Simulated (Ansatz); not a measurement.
A run of Ansatz 0.2.0:

The input input.yaml:

```yaml
crystal:
  lattice:
    - [-2.022982, 2.022982, 3.673617]
    - [2.022982, -2.022982, 3.673617]
    - [2.022982, 2.022982, -3.673617]
  atoms:
    - { symbol: Cu, position: [0.0, 0.0, 0.0] }
    - { symbol: Cu, position: [0.75, 0.25, 0.5] }
    - { symbol: Cu, position: [0.25, 0.75, 0.5] }
    - { symbol: O, position: [0.5, 0.0, 0.5] }
    - { symbol: O, position: [0.0, 0.5, 0.5] }
hamiltonian:
  xc: pbe
  pseudopotentials: { kind: paw }
  hubbard: { sites: [{ species: Cu, l: d, u_eff: 1.0 }] }
kpoints:
  mp_grid: { grid: [9, 9, 9] }
scf:
  occupations: { method: fermi_dirac, width: 0.05 }
  n_extra_bands: 12
output:
  forces: true
  stress: true
  eigenvalues: true
  dos: { projected: true, de: 0.05, nscf_kmesh: { grid: [14, 14, 14] } }
  write_density: true
  write_potential: true
  elf: true
  volumetric_format: npy
```

Potentials or basis: Ansatz PAW.

The run is started by

```console
$ ansatz run input.yaml --threads 2 --pin off --max-ram 5632MiB --backend cpu --events-out ev --progress --plain --runs-dir out
```

Hardware: 2 threads of Arm Neoverse V2, with other jobs on the host.

**Question.** Estimate the wall time of this run.

**Answer.** Run time: 24 s on 2 threads of Arm Neoverse V2, with other jobs on the host, peak memory 0.82 GiB. Counts: scf iterations 12, plane waves 1209, k points 75, bands 47.
